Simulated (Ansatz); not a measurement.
# MoH₄+ (quartet): from Hartree-Fock to the top rungs, def2-SVP

One table from this session's results is given with a row withheld; the runs are named, their logs left out.

Method: def2-SVP, core rule «outside noble gas», up to 4 orbitals frozen; program: Ansatz 0.2.0, Gaussian basis.

Plan: UHF; CCSD(T) on ROHF; CCSD(T) on UHF; CISD; CCSDT(Q) on ROHF; CCSDT(Q) on UHF; CASSCF and MRCISD+Q, 9 electrons in 10 orbitals; CASSCF and NEVPT2, 9 electrons in 10 orbitals.

25 further runs of the same task are left out: 14 that didn't finish, 11 set aside as unsound or not needed.

### The geometry

The geometry is a PBE0/def2-TZVP stationary point (not a proven minimum) of the parent state, kept for this charge and spin. No spin-orbit coupling is included. Elements past krypton take def2 core potentials.

5 atoms, charge 1, spin multiplicity 4.

Atoms are counted from 1 here; the program's logs count them from 0.

Bond lengths: Mo1–H2 1.847 Å, Mo1–H3 1.847 Å, Mo1–H4 1.847 Å, Mo1–H5 1.847 Å. Angles: H2–Mo1–H3 27.0°, H2–Mo1–H4 153.0°, H2–Mo1–H5 180.0°, H3–Mo1–H4 180.0°, H3–Mo1–H5 153.0°, H4–Mo1–H5 27.0°.

As a file:

```xyz
5

Mo    0.00000    0.00000    0.00000
H     0.00000    0.43108    1.79572
H     0.00000   -0.43108    1.79572
H     0.00000    0.43108   -1.79572
H     0.00000   -0.43108   -1.79572
```

The first run:

in.yaml reads:

```yaml
crystal:
  periodic: [false, false, false]
  atoms:
    - {symbol: Mo, position_ang: [0.000000, 0.000000, 0.000000]}
    - {symbol: H, position_ang: [0.000000, 0.431079, 1.795720]}
    - {symbol: H, position_ang: [0.000000, -0.431079, 1.795720]}
    - {symbol: H, position_ang: [0.000000, 0.431079, -1.795720]}
    - {symbol: H, position_ang: [0.000000, -0.431079, -1.795720]}
basis:
  gaussian: {orbitals: def2-SVP}
total_charge: 1
magnetization: {spin_polarized: true, initial_magnetization: 3}
hamiltonian: {xc: hf}
output: {orbitals: {seedname: orbitals}}
```

Started as:

```console
$ ansatz run in.yaml --threads 1 --pin off --events-out ev --progress --plain --max-ram 2393MiB
```

Among the steps run: UHF; CCSD(T) on ROHF; CCSD(T) on UHF; CISD; CCSDT(Q) on ROHF; CCSDT(Q) on UHF; CASSCF and MRCISD+Q, 9 electrons in 10 orbitals; CASSCF and NEVPT2, 9 electrons in 10 orbitals.

One of the session's tables, all rows but one given; the rest of the session is left out.

It belongs to the step «Misses and costs». 

| method | from RCCSDT(Q) (meV) |
| --- | --- |
| ROHF | +4474.5 |
| UHF | +4351.6 |
| RMP2 | +856.3 |
| UMP2 | +796.7 |
| RCCSD | +138.4 |
| UCCSD | +23.4 |
| RCCSD(T) | +35.0 |
| UCCSD(T) | -341.6 |
| RCCSDT | +3.9 |
| UCCSDT | -30.4 |
| RCCSDT(Q) | 0 |
| UCCSDT(Q) | -34.9 |
| CASSCF valence | +3010.5 |
| NEVPT2 valence | ? |
| MRCISD valence | +186.2 |
| MRCISD+Q valence | +55.0 |

**Question.** Estimate the row for NEVPT2 valence.

The run gave: from RCCSDT(Q) (meV): +748.9. In the column «from RCCSDT(Q) (meV)» it lies between MRCISD valence (+186.2) and UMP2 (+796.7).

Not comparable, so not listed: CISD (they don't share determinant, frozen orbitals or solution with the rows shown, or repeat one).

To keep in mind: The program flags UCCSD(T) as in doubt, so those rows may rest on another solution; read them beside their warnings. Restricted and unrestricted rows rest on different reference determinants; where their highest levels disagree by more than a few hundredths of an eV, they describe different states and don't form one ladder.
